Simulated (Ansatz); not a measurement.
# CH4AlMgS: the cost of one run

Program: Ansatz 0.2.0. Level of theory: RKS PBE-D4/def2-SVP. These are calculated values, not measurements.

## 1. Starting point

Bond lengths: Al1–Mg2 2.612 Å, Mg2–C3 2.316 Å, C3–S4 1.641 Å, Al1–H5 1.570 Å, Al1–H6 1.575 Å, C3–H7 1.097 Å, S4–H8 1.365 Å. Angles: Al1–Mg2–C3 168.2°, Mg2–Al1–H5 123.4°, Mg2–Al1–H6 117.0°, H5–Al1–H6 119.5°, Mg2–C3–S4 119.8°, Mg2–C3–H7 117.5°, S4–C3–H7 112.8°, C3–S4–H8 105.1°.

As a file:

```xyz
8

Al   -1.4250    2.6313   -0.4420
Mg   -0.2201    0.3356   -0.1228
C     1.2183   -1.4320    0.2911
S     0.6966   -2.7224    1.1597
H    -1.7163    3.2676   -1.8479
H    -1.7933    3.4334    0.8630
H     1.9210   -1.7115   -0.5042
H     1.3188   -3.8021    0.6030
```

## 2. Relaxing end A

The input, input.yaml:

```yaml
crystal:
  periodic: [false, false, false]
  atoms:
    - { symbol: Al, position_ang: [-1.42499, 2.63134, -0.44196] }
    - { symbol: Mg, position_ang: [-0.22013, 0.33561, -0.12283] }
    - { symbol: C, position_ang: [1.2183, -1.43197, 0.29114] }
    - { symbol: S, position_ang: [0.69662, -2.72241, 1.15971] }
    - { symbol: H, position_ang: [-1.7163, 3.26762, -1.84788] }
    - { symbol: H, position_ang: [-1.79327, 3.43337, 0.86297] }
    - { symbol: H, position_ang: [1.92102, -1.71149, -0.50419] }
    - { symbol: H, position_ang: [1.31875, -3.80207, 0.60303] }
total_charge: 1
basis:
  gaussian: { orbitals: def2-SVP }
hamiltonian:
  xc: pbe
  dispersion: d4
relax:
  f_tol: 0.015
  max_steps: 40
```

Run with:

```console
$ ansatz run input.yaml --threads 1 --pin off --max-ram 2048MiB --backend cpu --events-out ev --progress --plain --runs-dir out
```

Q: Estimate wall time and peak memory on 1 thread of Arm Neoverse V2, shared host.

About 25 s, with a peak of 0.14 GiB.
